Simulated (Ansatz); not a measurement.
# FGeH2O+ (SMILES [OH][GeH+][F]): single points off equilibrium

An exercise on one series of results from a longer session: the logs are not shown, and one member is left open.

The runs use Ansatz 0.2.0, Gaussian basis; single points in def2-TZVPP.

Cores are frozen in the correlated methods. Filled d shells of the heavier atoms are correlated.

## The system as given

SMILES `[OH][GeH+][F]`, 5 atoms, charge 1, spin multiplicity 1.

Atoms are counted from 1 here; the program's logs count them from 0.

Bond lengths: O1–Ge2 1.791 Å, O1–H4 1.147 Å, Ge2–F3 1.694 Å, Ge2–H5 1.500 Å. Angles: Ge2–O1–H4 139.7°, O1–Ge2–F3 100.9°, O1–Ge2–H5 134.6°, F3–Ge2–H5 124.0°.

As a file:

```xyz
5

O    -1.0645   -0.4747   -0.2857
Ge    0.5348    0.2330    0.1018
F     0.4763    1.6662   -0.7985
H    -1.7059   -1.3870   -0.0173
H     1.6316   -0.1078    1.0674
```

Set-up of the first run:

Input file run/in.yaml:

```yaml
crystal:
  periodic: [false, false, false]
  atoms:
    - {symbol: O, position_ang: [-1.064500, -0.474700, -0.285700]}
    - {symbol: Ge, position_ang: [0.534800, 0.233000, 0.101800]}
    - {symbol: F, position_ang: [0.476300, 1.666200, -0.798500]}
    - {symbol: H, position_ang: [-1.705900, -1.387000, -0.017300]}
    - {symbol: H, position_ang: [1.631600, -0.107800, 1.067400]}
basis:
  gaussian: {orbitals: def2-TZVPP}
total_charge: 1
correlation: {method: ccsd_t}
output: {forces: true}
```

The command line of these runs was not kept.

Steps of the session up to this table: CCSD(T)/def2-TZVPP; PBE0-D4/def2-TZVPP; wB97M-V/def2-TZVPP; r2SCAN-D4/def2-TZVPP; PBE-D4/def2-TZVPP; revPBE-D4/def2-TZVPP; B97M-V/def2-TZVPP.

One of the session's tables, all rows but one given; the rest of the session is left out.

```
   method  RMS force component (eV/Å)  angle to CCSD(T) forces (°)
  CCSD(T)                       1.842                    reference
  PBE0-D4                       1.891                          2.0
  wB97M-V                       1.858                          2.0
r2SCAN-D4                       1.799                          1.6
   PBE-D4                           ?                            ?
revPBE-D4                       1.634                         13.1
   B97M-V                       1.849                          1.3
```

Estimate the missing values for PBE-D4.

The run gave: RMS force component (eV/Å): 1.644; angle to CCSD(T) forces (°): 10.2. In the column «RMS force component (eV/Å)» it lies between revPBE-D4 (1.634) and r2SCAN-D4 (1.799).
